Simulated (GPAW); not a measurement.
# CoMoP2 (P6_3/mmc) in GPAW: reference runs

Reference runs on CoMoP2: the cell as given.

All numbers are computed with GPAW 26.7.0; they aren't measurements. Logs are shortened: lines on timing, memory, paths and dates and some standing lists are left out, and cuts for length are marked. The log counts tension as positive stress, the text compression.

### Step 1. The structure

It takes space group P6_3/mmc (No. 194, hexagonal). Conventional cell: a = 3.294 Å, b = 3.294 Å, c = 11.106 Å, α = 90.00°, β = 90.00°, γ = 120.00°. Mo (site symmetry -6m2) has 6 P at 2.46 Å and 2 Co at 2.78 Å as nearest neighbours. Co (site symmetry -3m) has 6 P at 2.25 Å as nearest neighbours. P (site symmetry 3m) is surrounded by 3 Co at 2.25 Å and 3 Mo at 2.46 Å.

The cell comes from a database or a generator and needn't be the stable form of this composition.

### Step 2. Single point, PBEsol, collinear spin, ferromagnetic start

run.py reads:

```python
from ase import Atoms
from ase.dft.bandgap import bandgap
from ase.io import write
from ase.units import Bohr, GPa
from gpaw import GPAW, PW, setup_paths
from gpaw.elf import elf_from_dft_calculation

setup_paths.insert(0, '.')

atoms = Atoms(['Mo', 'Mo', 'Co', 'Co', 'P', 'P', 'P', 'P'],
              cell=[[3.2941430499, 0.0, 0.0],
                    [-1.647071525, 2.8528115649, 0.0],
                    [0.0, 0.0, 11.10635471]],
              scaled_positions=[[0.0, 0.0, 0.75],
                                [0.0, 0.0, 0.25],
                                [0.0, 0.0, 0.5],
                                [0.0, 0.0, 0.0],
                                [0.3333333333, 0.6666666667, 0.39119286],
                                [0.6666666667, 0.3333333333, 0.60880714],
                                [0.6666666667, 0.3333333333, 0.89119286],
                                [0.3333333333, 0.6666666667, 0.10880714]],
              pbc=True)
atoms.set_initial_magnetic_moments([1.0, 1.0, 2.0, 2.0, 0.0, 0.0, 0.0, 0.0])

calc = GPAW(mode=PW(600),
            xc='PBEsol',
            kpts={'size': (9, 9, 3), 'gamma': True},
            occupations={'name': 'fermi-dirac', 'width': 0.05},
            nbands=60,
            convergence={'density': 1e-05, 'energy': 1e-05},
            maxiter=150,
            txt='gpaw.txt')
atoms.calc = calc
energy = atoms.get_potential_energy()
forces = atoms.get_forces()
stress = atoms.get_stress()
calc.write('gs.gpw')
write('result.traj', atoms)
print(f'Energy: {energy:.6f} eV')
print('Forces (eV/A):')
print(forces.round(4))
print('Stress (GPa):', (stress / GPa).round(3))
print('Moments:', calc.get_magnetic_moments().round(3))
print('Fermi level:', round(calc.get_fermi_level(), 4), 'eV')
print(f'Gap: {bandgap(calc)[0]:.4f} eV, direct: {bandgap(calc, direct=True)[0]:.4f} eV')

# fields on the real-space grid
write('density.cube', atoms, data=calc.get_pseudo_density() * Bohr**3)
write('potential.cube', atoms, data=calc.get_electrostatic_potential())
write('spin.cube', atoms, data=(calc.get_pseudo_density(spin=0) - calc.get_pseudo_density(spin=1)) * Bohr**3)
write('elf.cube', atoms, data=elf_from_dft_calculation(calc).data)
```

Potentials or basis: PAW data sets generated in the run's folder for this functional, pw.

Launch:

```console
$ gpaw-setup -f PBEsol Co Mo P
$ OMP_NUM_THREADS=1 python run.py
```

gpaw.txt:

```text
__  _  _
 | _ |_)|_||  |
 |__||  | ||/\| - 26.7.0

Input parameters:
  mode=PW(ecut=600.0),
  convergence={'density': 1e-05, 'energy': 1e-05},
  kpts=MonkhorstPack(size=(9, 9, 3), gamma=True),
  maxiter=150,
  nbands=60,
  occupations=Occupations(name='fermi-dirac', width=0.05),
  xc=XC(name='PBEsol')

Diagonalizing LCAO Hamiltonian
Converting LCAO to pw mode

            P

       Mo
            P

       Co
         P

       MoP

       Co

Atoms  # Å, Bohr magnetons
|   | symbol |         x |        y |        z |    initial magnetic moments |
|---|--------|-----------|----------|----------|-----------------------------|
| 0 |     Mo |  0.000000 | 0.000000 | 8.329766 | ( 0.0000,  0.0000,  1.0000) |
| 1 |     Mo |  0.000000 | 0.000000 | 2.776589 | ( 0.0000,  0.0000,  1.0000) |
| 2 |     Co |  0.000000 | 0.000000 | 5.553177 | ( 0.0000,  0.0000,  2.0000) |
| 3 |     Co |  0.000000 | 0.000000 | 0.000000 | ( 0.0000,  0.0000,  2.0000) |
| 4 |      P | -0.000000 | 1.901874 | 4.344727 | ( 0.0000,  0.0000,  0.0000) |
| 5 |      P |  1.647072 | 0.950937 | 6.761628 | ( 0.0000,  0.0000,  0.0000) |
| 6 |      P |  1.647072 | 0.950937 | 9.897904 | ( 0.0000,  0.0000,  0.0000) |
| 7 |      P | -0.000000 | 1.901874 | 1.208451 | ( 0.0000,  0.0000,  0.0000) |

Unit cell  # Å
| periodic |         x |        y |         z |   lengths |     angles |
|----------|-----------|----------|-----------|-----------|------------|
|      yes |  3.294143 | 0.000000 |  0.000000 |  3.294143 |  90.000000 |
|      yes | -1.647072 | 2.852812 |  0.000000 |  3.294143 |  90.000000 |
|      yes |  0.000000 | 0.000000 | 11.106355 | 11.106355 | 120.000000 |

Number of symmetries: 12
Symmetry operations  # r_c * U_cc + t_c -> r_c
|    | kind |            matrix            |
|----|------|------------------------------|
|  0 |  σ   |  1, 1, 0,  0,-1, 0,  0, 0, 1 |
|  1 |  S6  |  1, 1, 0, -1, 0, 0,  0, 0,-1 |
|  2 |  E   |  1, 0, 0,  0, 1, 0,  0, 0, 1 |
|  3 |  C2  |  1, 0, 0, -1,-1, 0,  0, 0,-1 |
|  4 |  C2  |  0, 1, 0,  1, 0, 0,  0, 0,-1 |
|  5 |  C3  |  0, 1, 0, -1,-1, 0,  0, 0, 1 |
|  6 |  S6  |  0,-1, 0,  1, 1, 0,  0, 0,-1 |
|  7 |  σ   |  0,-1, 0, -1, 0, 0,  0, 0, 1 |
|  8 |  σ   | -1, 0, 0,  1, 1, 0,  0, 0, 1 |
|  9 |  i   | -1, 0, 0,  0,-1, 0,  0, 0,-1 |
| 10 |  C3  | -1,-1, 0,  1, 0, 0,  0, 0, 1 |
| 11 |  C2  | -1,-1, 0,  0, 1, 0,  0, 0,-1 |

BZ-sampling:
  Number of BZ points: 243
  Number of IBZ points: 31

  Monkhorst-Pack size: [9, 9, 3]
  Monkhorst-Pack shift: [0, 0, 0]

K-points  # in reciprocal-cell coordinates
|     |                                coordinates |     weight |
|-----|--------------------------------------------|------------|
|   0 | (  0.00000000,   0.00000000,   0.00000000) | 0.00411523 |
|   1 | (  0.00000000,   0.00000000,   0.33333333) | 0.00823045 |
|   2 | (  0.11111111,   0.00000000,  -0.33333333) | 0.02469136 |
|   3 | (  0.11111111,   0.00000000,   0.00000000) | 0.02469136 |
|   4 | (  0.11111111,   0.00000000,   0.33333333) | 0.02469136 |
|   5 | (  0.22222222,  -0.11111111,   0.00000000) | 0.02469136 |
|   6 | (  0.22222222,  -0.11111111,   0.33333333) | 0.04938272 |
|   7 | (  0.22222222,   0.00000000,  -0.33333333) | 0.02469136 |
|   8 | (  0.22222222,   0.00000000,   0.00000000) | 0.02469136 |
|   9 | (  0.22222222,   0.00000000,   0.33333333) | 0.02469136 |
| ... |                                            |            |
|  30 | (  0.44444444,   0.44444444,   0.33333333) | 0.04938272 |

Plane wave coefficients: 3537
Cutoff: 600.0 eV

Spin-components: 2 (collinear spins)
Bands:           60
Projectors:      44
Spin-degeneracy: 1
Datatype:        complex128

Parallelization:
  kpt:    1
  domain: 1
  band:   1

Density:
  Valence electrons: 66.0
  Components: 2
  Grid points: [20 20 63]
  Charge: 0.0  # |e|

Potential:
  Grid points: [20 20 63]

species:
  Mo:
    name:    Molybdenum
    Z:       42.0
    valence: 14
    core:    28
    charge:  0.0  # [|e|]
    compensation charges:
      type: gauss
      rc: 0.38  # [Å]
      lmax: 2
    cutoffs:
      filter: 2.16  # [Å]
      core: 1.42  # [Å]
    projectors
    | kind |    occ | energy [eV] | rcut [Å] |
    |------|--------|-------------|----------|
    |   4s |  2.000 |     -64.262 |    1.238 |
    |   5s |  1.000 |      -4.116 |    1.238 |
    |   4p |  6.000 |     -38.461 |    1.296 |
    |   5p |  0.000 |      -1.012 |    1.296 |
    |   4d |  5.000 |      -3.770 |    1.296 |
    |    d |        |      23.442 |    1.296 |

    Using partial waves for Mo as LCAO basis

  Co:
    name:    Cobalt
    Z:       27.0
    valence: 9
    core:    18
    charge:  0.0  # [|e|]
    compensation charges:
      type: gauss
      rc: 0.32  # [Å]
      lmax: 2
    cutoffs:
      filter: 1.87  # [Å]
      core: 2.55  # [Å]
    projectors
    | kind |    occ | energy [eV] | rcut [Å] |
    |------|--------|-------------|----------|
    |   4s |  2.000 |      -5.488 |    1.005 |
    |   4p |  0.000 |      -1.248 |    1.058 |
    |   3d |  7.000 |      -8.230 |    1.005 |
    |    s |        |      21.723 |    1.005 |
    |    p |        |      25.963 |    1.058 |
    |    d |        |      18.981 |    1.005 |

    Using partial waves for Co as LCAO basis

  P:
    name:    Phosphorus
    Z:       15.0
    valence: 5
    core:    10
    charge:  0.0  # [|e|]
    compensation charges:
      type: gauss
      rc: 0.30  # [Å]
      lmax: 2
    cutoffs:
      filter: 1.69  # [Å]
      core: 1.81  # [Å]
    projectors
    | kind |    occ | energy [eV] | rcut [Å] |
    |------|--------|-------------|----------|
    |   3s |  2.000 |     -13.916 |    0.953 |
    |   3p |  3.000 |      -5.479 |    0.953 |
    |    s |        |      13.296 |    0.953 |
    |    p |        |      21.732 |    0.953 |
    |    d |        |       0.000 |    0.953 |

    Using partial waves for P as LCAO basis

Reference energy: -333034.710423  # eV

eigensolver:
  PPCG
  Converge bands: occupied
  niter=2

density mixing:
  MSR1-Mixer
  Pratt-step length: 0.05
  Maximum mixing coefficient: 0.75
  Old densities: 10
  SVD Regularization: 0.005
  Good broyden scale: 1.0
  Trust region scale: 1.0
  Backstep threshold: 4.0
  History deletion threshold: 6.0
  Fourier metric: weight=20.0, sigma=0.015

occupation numbers:
  Fermi-Dirac:
    width: 0.0500  # eV

poisson solver:
  ecut: 4800.0  # eV

xc functional:
  name: PBEsol with 2 nearest neighbor stencil

convergence criteria:
- Maximum integral of absolute [dens]ity change: 1e-05 electrons / valence electron
- Maximum [total energy] change in last 3 cyles: 1e-05 eV / valence electron
- Maximum integral of absolute [eigenst]ate change: 4e-08 eV^2 / valence electron
maximum number of iterations: 150

SCF iterations
|iter     | |      energy | eigst |  dens |  magmom |
|---------|-|-------------|-------|-------|---------|
|iter:   1| |  -70.037181 | +0.66 |       |  +5.9811|
|iter:   2| |  -70.140004 | -0.91 | -0.84 |  +5.7471|
|iter:   3| |  -70.220634 | -2.42 | -0.94 |  +5.1204|
|iter:   4| |  -70.470306 | -2.00 | -0.99 |  +3.3764|
|iter:   5| |  -70.809103 | -2.36 | -1.27 |  +1.3214|
|iter:   6| |  -72.177221 | -2.19 | -1.68 |  +0.1901|
|iter:   7| |  -71.224537 | -2.10 | -1.31 |  +0.1976|
|iter:   8| | -117.117094 | -0.51 | -1.53 |  +0.4894|
|iter:   9| |  -70.978987 | -0.81 | -0.56 |  -0.1273|
|iter:  10| |  -70.923743 | -2.43 | -1.74 |  +0.0217|
|iter:  11| |  -70.919057 | -3.40 | -1.98 |  -0.0337|
|iter:  12| |  -70.923968 | -3.51 | -2.17 |  -0.1194|
|iter:  13| |  -70.921176 | -4.09 | -2.28 |  -0.0771|
|iter:  14| |  -70.921350 | -5.01 | -2.75 |  -0.0013|
|iter:  15| |  -70.921400c| -5.74 | -3.30 |  -0.0011|
|iter:  16| |  -70.921396c| -6.80 | -3.70 |  +0.0009|
|iter:  17| |  -70.921396c| -7.48c| -4.07 |  +0.0005|
|iter:  18| |  -70.921399c| -7.89c| -4.45 |  +0.0001|
|iter:  19| |  -70.921396c| -7.63c| -4.64 |  +0.0002|
|iter:  20| |  -70.921396c| -7.96c| -5.02c|  +0.0001|

Converged in 20 steps
Energy contributions relative to reference atoms: (reference = -333034.710423)

Energy contributions:
  Kinetic:          20.714142
  Coulomb:         -21.128131
  Zero:             -0.763086
  External:          0.000000
  Xc:              -69.733321
  Entropy:          -0.022000
  Spinorbit:         0.000000
  ----------------------------
  Free energy:     -70.932397
  Extrapolated:    -70.921396

dipole moment: (-21.192074, -36.705750, -29.941783)  # |e|*Ang

Total magnetic moment: (0.000000, 0.000000, 0.000136)

Local magnetic moments
|        x |        y |         z |
|----------|----------|-----------|
| 0.000000 | 0.000000 |  0.000069 |  # Mo   0
| 0.000000 | 0.000000 |  0.000069 |  # Mo   1
| 0.000000 | 0.000000 |  0.000071 |  # Co   2
| 0.000000 | 0.000000 | -0.000080 |  # Co   3
| 0.000000 | 0.000000 | -0.000011 |  # P    4
| 0.000000 | 0.000000 | -0.000011 |  # P    5
| 0.000000 | 0.000000 | -0.000006 |  # P    6
| 0.000000 | 0.000000 | -0.000006 |  # P    7

Fermi level: 11.628
Eigenvalues  # (at kpt = [0.000, 0.000, 0.000])
| band index |      eig [eV] | occ [0-1] |      eig [eV] | occ [0-1] |
|------------|---------------|-----------|---------------|-----------|
|          0 |       -49.457 |     1.000 |       -49.457 |     1.000 |
|        ... |               |           |               |           |
|         25 |         9.662 |     1.000 |         9.662 |     1.000 |
|         26 |         9.752 |     1.000 |         9.752 |     1.000 |
|         27 |         9.752 |     1.000 |         9.752 |     1.000 |
|         28 |         9.814 |     1.000 |         9.814 |     1.000 |
|         29 |         9.814 |     1.000 |         9.814 |     1.000 |
|         30 |        11.095 |     1.000 |        11.095 |     1.000 |
|         31 |        11.420 |     0.985 |        11.420 |     0.985 |
|         32 |        11.420 |     0.985 |        11.420 |     0.985 |
|         33 |        12.639 |     0.000 |        12.639 |     0.000 |
|         34 |        12.967 |     0.000 |        12.967 |     0.000 |
|         35 |        13.007 |     0.000 |        13.006 |     0.000 |
|         36 |        14.242 |     0.000 |        14.242 |     0.000 |
|         37 |        14.242 |     0.000 |        14.242 |     0.000 |
|         38 |        14.568 |     0.000 |        14.568 |     0.000 |
|         39 |        14.568 |     0.000 |        14.568 |     0.000 |
|         40 |        15.445 |     0.000 |        15.445 |     0.000 |
|        ... |               |           |               |           |
|         59 |        25.505 |     0.000 |        25.406 |     0.000 |

No gap
No difference between direct/indirect transitions

Forces  # eV/Ang
|        x |        y |        z |
|----------|----------|----------|
| -0.00000 | -0.00000 |  0.00009 |  # Mo   0
|  0.00000 |  0.00000 | -0.00009 |  # Mo   1
| -0.00000 |  0.00000 |  0.00000 |  # Co   2
|  0.00000 |  0.00000 |  0.00000 |  # Co   3
|  0.00000 |  0.00000 |  0.03257 |  # P    4
| -0.00000 |  0.00000 | -0.03257 |  # P    5
| -0.00000 | -0.00000 |  0.03248 |  # P    6
|  0.00000 | -0.00000 | -0.03248 |  # P    7

Stress tensor  # eV/Ang^3
|        x |         y |         z |
|----------|-----------|-----------|
| 0.020801 |  0.000000 |  0.000000 |
| 0.000000 |  0.020801 | -0.000000 |
| 0.000000 | -0.000000 |  0.021037 |

# Writing to gs.gpw (mode='')
```

Wall time 6.9 min (1 thread of Arm Neoverse V2, shared host); peak memory 0.45 GiB.

Results:

- Free energy: -70.9324 eV
- Pressure: -3.3 GPa
- Largest force: 0.033 eV/Å
- Band gap on the k mesh: none (metal or under the smearing width)
- Net moment: 0.00 μB per cell

Forces on the atoms (eV/Å):
```
Mo   0.000  0.000  0.000
Mo   0.000  0.000  0.000
Co   0.000  0.000  0.000
Co   0.000  0.000  0.000
P    0.000  0.000  0.033
P    0.000  0.000 -0.033
P    0.000  0.000  0.032
P    0.000  0.000 -0.032
```

Levels at points of the mesh, in eV from the Fermi level:
Spin up:
```csv
k point,band 31,band 32,band 33,band 34,band 35,band 36
"(0.00, 0.00, 0.00)",-0.53,-0.21,-0.21,1.01,1.34,1.38
```
Spin down:
| k point | band 31 | band 32 | band 33 | band 34 | band 35 | band 36 |
| --- | --- | --- | --- | --- | --- | --- |
| (0.00, 0.00, 0.00) | -0.53 | -0.21 | -0.21 | 1.01 | 1.34 | 1.38 |

Caveat: the starting moments collapsed, and a magnetic state may lie lower.
